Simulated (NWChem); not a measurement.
# BSiH4ClO (SMILES OB([SiH3])Cl): levels of theory compared

We compute a comparison of 5 runs (HF/STO-3G, HF/3-21G, B3LYP/6-31G*, BLYP/def2-SVP) of BSiH4ClO. 

Program for the calculation: NWChem 7.3.0.

## Step 1: The molecule

BSiH4ClO: 8 atoms, total charge 0, spin state singlet. As SMILES, `OB([SiH3])Cl`. Geometry: relaxed at PBE0-D4/def2-TZVP. This is one conformer, not always the lowest.

Bond lengths: O1–B2 1.343 Å, B2–Si3 2.023 Å, B2–Cl4 1.779 Å, O1–H5 0.965 Å, Si3–H6 1.486 Å, Si3–H7 1.488 Å, Si3–H8 1.488 Å. Angles: O1–B2–Si3 121.8°, O1–B2–Cl4 119.2°, Si3–B2–Cl4 119.0°, B2–O1–H5 113.9°, B2–Si3–H6 112.1°, B2–Si3–H7 109.2°, B2–Si3–H8 109.2°, H6–Si3–H7 109.1°, H6–Si3–H8 109.1°, H7–Si3–H8 108.1°.

## Step 2: Energy and forces at HF/STO-3G (run 1)

run.py reads:

```python
from ase import Atoms
from ase.calculators.nwchem import NWChem

system = Atoms(['O', 'B', 'Si', 'Cl', 'H', 'H', 'H', 'H'], positions=[
    [-0.463400, 1.550900, -0.888000],
    [-0.138100, 0.255300, -0.750100],
    [0.266300, -0.556200, 1.058400],
    [-0.059100, -0.776800, -2.196400],
    [-0.632500, 1.816900, -1.799600],
    [0.148700, 0.439400, 2.155900],
    [1.647900, -1.109100, 1.049100],
    [-0.677900, -1.677400, 1.315000],
])

calc = NWChem(
    label='m1',
    theory='scf',
    memory='2200 mb',
    basis='STO-3G',
    basispar='spherical bse',
    scf={'nopen': '0', 'rhf': None, 'thresh': '1e-08', 'maxiter': '80'},
)
system.calc = calc

forces = system.get_forces()
print(f"energy = {system.get_potential_energy():.6f} eV")
print("forces (eV/A):")
for s, f in zip(system.symbols, forces):
    print(f"{s:2s} {f[0]:10.5f} {f[1]:10.5f} {f[2]:10.5f}")
print("dipole (e A):", system.get_dipole_moment().round(4))
```

Run with:

```bash
$ export ASE_NWCHEM_COMMAND="nwchem PREFIX.nwi > PREFIX.nwo"
$ python run.py
```

The program printed:

```text
energy = -22879.936228 eV
forces (eV/A):
O     0.41940   -1.13632    1.28252
B     0.00792    0.83633    1.77730
Si    0.18018   -0.43961    0.61912
Cl    0.00987   -0.48928   -0.91974
H    -0.23063    0.35466   -1.25768
H     0.13035   -1.13267   -1.27506
H    -1.59681    0.67635    0.03975
H     1.07966    1.33055   -0.26621
dipole (e A): [-0.0745  0.337   0.0539]
```

The calculator wrote m1.nwi:

```
title "m1"

permanent_dir m1

scratch_dir m1

start m1

geometry units angstrom nocenter noautosym noautoz
  O  -4.6339999999999998e-01 1.5508999999999999e+00 -8.8800000000000001e-01
  B  -1.3810000000000000e-01 2.5530000000000003e-01 -7.5009999999999999e-01
  Si 2.6629999999999998e-01 -5.5620000000000003e-01 1.0584000000000000e+00
  Cl -5.9100000000000000e-02 -7.7680000000000005e-01 -2.1964000000000001e+00
  H  -6.3249999999999995e-01 1.8169000000000000e+00 -1.7996000000000001e+00
  H  1.4870000000000000e-01 4.3940000000000001e-01 2.1558999999999999e+00
  H  1.6478999999999999e+00 -1.1091000000000000e+00 1.0490999999999999e+00
  H  -6.7789999999999995e-01 -1.6774000000000000e+00 1.3149999999999999e+00
end

memory 2200 mb

basis spherical bse noprint
   * library STO-3G
end

scf
  nopen 0
  rhf
  thresh 1e-08
  maxiter 80
end

task scf gradient
```

m1.nwo:

```text
Northwest Computational Chemistry Package (NWChem) 7.3.0
             --------------------------------------------------------

           Job information
           ---------------

    nwchem branch   = 7.3.0
    use scalapack   = T
    input           = m1.nwi
    prefix          = m1.
    data base       = m1/m1.db
    status          = startup
    nproc           =        1

           Memory information
           ------------------

    heap     =     72089600 doubles =      550.0 Mbytes
    stack    =     72089597 doubles =      550.0 Mbytes
    global   =    144179200 doubles =     1100.0 Mbytes (distinct from heap & stack)
    total    =    288358397 doubles =     2200.0 Mbytes
    verify   = yes
    hardfail = no

[... 138 lines left out ...]
 Convergence threshold     :          1.000E-08
[... 12 lines left out ...]
       Final RHF  results
[... 3 lines left out ...]
      One-electron energy =  -1533.948535812988
[... 1 line left out ...]
 Nuclear repulsion energy =    184.503214973923
[... 40 lines left out ...]
                       ROHF Final Molecular Orbital Analysis
[... 198 lines left out ...]
                         RHF ENERGY GRADIENTS

    atom               coordinates                        gradient
                 x          y          z           x          y          z
   1 O      -0.875699   2.930776  -1.678077   -0.008156   0.022098  -0.024941
   2 B      -0.260971   0.482447  -1.417483   -0.000154  -0.016264  -0.034563
   3 Si      0.503234  -1.051066   2.000086   -0.003504   0.008549  -0.012040
[... 4 lines of this table left out ...]
   8 H      -1.281045  -3.169826   2.484990   -0.020996  -0.025875   0.005177

                 ----------------------------------------
                 |  Time  |  1-e(secs)   |  2-e(secs)   |
                 ----------------------------------------
                 |  CPU   |       0.00   |       0.55   |
                 ----------------------------------------
                 |  WALL  |       0.00   |       0.55   |
                 ----------------------------------------

 Task  times  cpu:        1.9s     wall:        1.9s
 Total times  cpu:        1.9s     wall:        1.9s
```

It took 2.8 s on 1 thread of Intel Xeon 6975P-C (Granite Rapids), shared host; peak memory 0.099 GiB.

## Step 3: Energy and gradient at HF/3-21G (run 2)

run.nw reads:

```
start run
memory stack 880 mb heap 220 mb global 1100 mb
charge 0

geometry noautosym nocenter noautoz
   O     -0.463400     1.550900    -0.888000
   B     -0.138100     0.255300    -0.750100
   Si     0.266300    -0.556200     1.058400
   Cl    -0.059100    -0.776800    -2.196400
   H     -0.632500     1.816900    -1.799600
   H      0.148700     0.439400     2.155900
   H      1.647900    -1.109100     1.049100
   H     -0.677900    -1.677400     1.315000
end

basis spherical bse
   O library 3-21G
   B library 3-21G
   Si library 3-21G
   Cl library 3-21G
   H library 3-21G
end

scf
   thresh 1e-08
   maxiter 80
   noprint "final vectors analysis"
end

task scf gradient
```

Run with:

```bash
$ nwchem run.nw > run.out
```

The program printed:

```text
[...]
  functions       =    52
[...]
  wavefunction    = RHF
[...]
         Total SCF energy =   -846.080478380078
      One-electron energy =  -1537.323677819880
      Two-electron energy =    506.739984465879
 Nuclear repulsion energy =    184.503214973923
        Time for solution =      1.5s
[...]
                         RHF ENERGY GRADIENTS
    atom               coordinates                        gradient
                 x          y          z           x          y          z
   1 O      -0.875699   2.930776  -1.678077    0.002884  -0.008002   0.008343
   2 B      -0.260971   0.482447  -1.417483   -0.004921   0.005753  -0.030485
   3 Si      0.503234  -1.051066   2.000086   -0.000467   0.001465  -0.001053
   4 Cl     -0.111683  -1.467939  -4.150594   -0.001171   0.014596   0.019960
   5 H      -1.195252   3.433443  -3.400751    0.003692  -0.013879   0.003250
   6 H       0.281002   0.830346   4.074060    0.000157  -0.000451   0.000399
   7 H       3.114079  -2.095895   1.982512   -0.000588   0.000137  -0.000146
   8 H      -1.281045  -3.169826   2.484990    0.000414   0.000380  -0.000268
[...]
```

Run time: 2.8 s. Hardware: 1 thread of Intel Xeon 6975P-C (Granite Rapids), shared host; peak memory 0.099 GiB.

Runs 3 to 4 aren't shown in full; the table further down has their settings and results.

## Step 4: Energy and gradient at BLYP/def2-SVP (run 5)

work.nw reads:

```
start work
title "BClH4OSi gradient"
memory stack 880 mb heap 220 mb global 1100 mb
charge 0
geometry noautosym nocenter noautoz
   O       -0.463400       1.550900      -0.888000
   B       -0.138100       0.255300      -0.750100
   Si       0.266300      -0.556200       1.058400
   Cl      -0.059100      -0.776800      -2.196400
   H       -0.632500       1.816900      -1.799600
   H        0.148700       0.439400       2.155900
   H        1.647900      -1.109100       1.049100
   H       -0.677900      -1.677400       1.315000
end
basis spherical bse
   * library def2-SVP
end
dft
   xc becke88 lyp
   mult 1
   grid xfine
   convergence energy 1e-08
   iterations 100
   mulliken
   print medium
end
task dft gradient
```

Run with:

```bash
$ nwchem work.nw > work.out
```

The program printed:

```text
[...]
          Wavefunction type:  closed shell.
          No. of atoms     :     8
          No. of electrons :    48
[...]
          Charge           :     0
          Spin multiplicity:     1
[...]
          AO basis - number of functions:    84
[...]
              XC Information
              --------------
                    Becke 1988 Exchange Functional  1.000
              Lee-Yang-Parr Correlation Functional  1.000
[...]
 d= 0,ls=0.0,diis     1   -851.8139082186 -1.04D+03  1.83D-02  6.83D-01     2.1
[...]
 d= 0,ls=0.0,diis    11   -851.8955989797 -5.02D-10  2.52D-07  4.29D-10    20.4
         Total DFT energy =     -851.895598979674
      One electron energy =    -1542.777038249675
           Coulomb energy =      569.653450837438
    Exchange-Corr. energy =      -63.275226541359
 Nuclear repulsion energy =      184.503214973923
[...]
      Total Density - Mulliken Population Analysis
     ---------------------------------------------
    Atom       Charge   Shell Charges
 -----------   ------   -------------------------------------------------------
    1 O    8     8.01   1.99  1.10  0.51  2.91  1.49  0.01
    2 B    5     5.10   1.98  0.88  0.10  1.57  0.43  0.14
    3 Si  14    13.74   2.00  1.98  1.08  0.22  5.92  1.34  1.07  0.12
    4 Cl  17    17.08   2.00  1.98  1.29  0.63  5.93  2.18  3.05  0.02
    5 H    1     0.83   0.69  0.08  0.07
    6 H    1     1.08   0.75  0.32  0.01
    7 H    1     1.08   0.74  0.32  0.01
    8 H    1     1.08   0.74  0.32  0.01
[...]
  wavefunction    = closed shell
                         DFT ENERGY GRADIENTS
    atom               coordinates                        gradient
                 x          y          z           x          y          z
   1 O      -0.875699   2.930776  -1.678077    0.000189  -0.007676  -0.014275
   2 B      -0.260971   0.482447  -1.417483   -0.001355   0.003370  -0.004675
   3 Si      0.503234  -1.051066   2.000086    0.000711  -0.001878   0.002174
   4 Cl     -0.111683  -1.467939  -4.150594   -0.000637   0.007179   0.009300
   5 H      -1.195252   3.433443  -3.400751    0.002709  -0.004401   0.014321
   6 H       0.281002   0.830346   4.074060    0.000215  -0.002995  -0.004488
   7 H       3.114079  -2.095895   1.982512   -0.004838   0.002244  -0.000729
   8 H      -1.281045  -3.169826   2.484990    0.003006   0.004157  -0.001627
[...]
```

It took 26 s on 1 thread of Intel Xeon 6975P-C (Granite Rapids), shared host; peak memory 0.14 GiB.

## Step 5: All runs side by side

```
run                               level  iteration cap  module  energy (Eh)  dipole moment (D)  HOMO energy (eV)  LUMO energy (eV)  wall time
  1                           HF/STO-3G             80     scf  -840.822155               1.68             -9.33              7.16      2.8 s
  2                            HF/3-21G             80     scf  -846.080478               1.56                 –                 –      2.8 s
  3  B3LYP/6-31G* (spherical functions)            100     dft  -852.243894               1.55             -8.08             -0.95       23 s
  4  B3LYP/6-31G* (Cartesian functions)            100     dft  -852.250597               1.55             -8.08             -0.96       25 s
  5                       BLYP/def2-SVP            100     dft  -851.895599               1.70             -6.79             -1.51       26 s
```

## Step 6: What came out

| quantity | value |
| --- | --- |
| run 5: total energy | -851.89560 Eh |
| run 5: dipole moment | 1.70 D |
| run 5: HOMO energy | -6.79 eV |
| run 5: LUMO energy | -1.51 eV |
| run 5: HOMO–LUMO gap | 5.29 eV |
| run 5: largest force on an atom | 0.834 eV/Å |

What this shows: The dipole moment (its size) runs from 1.55 D (B3LYP/6-31G*) to 1.70 D (BLYP/def2-SVP). The two ends differ in method and basis. Over runs 1, 3, 4, 5 the HOMO–LUMO gap runs from 5.29 eV (BLYP/def2-SVP) to 16.50 eV (HF/STO-3G). Totals of different functionals can't be ranked against each other. In run 1 the basis is minimal, so the values are rough. All runs together took 79 s, the longest 26 s.
